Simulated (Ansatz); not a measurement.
# Se (diamond type): the cost of one run

Computed with Ansatz 0.2.0 (DFT LDA, with the methods named in each step, unless a step's input says otherwise).

1 further run of the same task is left out (for a known fault of the program). Runs told in other sessions of the task aren't counted.

**1. The structure to begin with**

It takes space group Fd-3m (No. 227, cubic). Conventional cell: a = 6.169 Å, b = 6.169 Å, c = 6.169 Å, α = 90.00°, β = 90.00°, γ = 90.00°. Around Se (site symmetry -43m) lie 4 Se at 2.67 Å.

Coordinates:

```cif
data_structure
_symmetry_space_group_name_H-M 'Fd-3m:1'
_symmetry_Int_Tables_number 227
_cell_length_a 6.1688
_cell_length_b 6.1688
_cell_length_c 6.1688
_cell_angle_alpha 90.000
_cell_angle_beta 90.000
_cell_angle_gamma 90.000
_cell_volume 234.75
loop_
_atom_site_label
_atom_site_type_symbol
_atom_site_symmetry_multiplicity
_atom_site_Wyckoff_symbol
_atom_site_fract_x
_atom_site_fract_y
_atom_site_fract_z
_atom_site_occupancy
Se1 Se 8 b 0.00000 0.50000 0.00000 1
```

The file gives the conventional cell by its symmetry; the runs use the cell typed in the input.

Whether this phase is the stable one at these pressures isn't tested.

Atoms are numbered in the order of the input: Se1, Se2.

**2. The reference volume, LAPW**

input.yaml reads:

```yaml
crystal:
  lattice:
    - [0.0, 3.0843981297, 3.0843981297]
    - [3.0843981297, 0.0, 3.0843981297]
    - [3.0843981297, 3.0843981297, 0.0]
  atoms:
    - { symbol: Se, position: [-0.125, -0.125, -0.125] }
    - { symbol: Se, position: [0.125, 0.125, 0.125] }
kpoints:
  mp_grid: { grid: [11, 11, 11] }
  band_path:
    path:
      - [0.0, 0.0, 0.0]
      - [0.5, 0.0, 0.5]
      - [0.625, 0.25, 0.625]
      - [0.375, 0.375, 0.75]
      - [0.0, 0.0, 0.0]
      - [0.5, 0.5, 0.5]
      - [0.5, 0.25, 0.75]
      - [0.5, 0.0, 0.5]
    npoints: 14
scf:
  occupations: { method: fermi_dirac, width: 0.08 }
hamiltonian:
  xc: lda
  pseudopotentials: { kind: all_electron, lapw: { basis_error: 0.001 } }
output:
  forces: true
  stress: true
  eigenvalues: true
  populations: true
  dos: { projected: true, de: 0.2, e_range: [-14, 8] }
```

Launch:

```sh
ansatz run input.yaml --threads 1 --pin off --max-ram 2048MiB --backend cpu --events-out ev --progress --plain --runs-dir out
```

Q: Estimate wall time and peak memory on 1 thread of Arm Neoverse V1, shared host.

About 25 s, with a peak of 0.32 GiB.
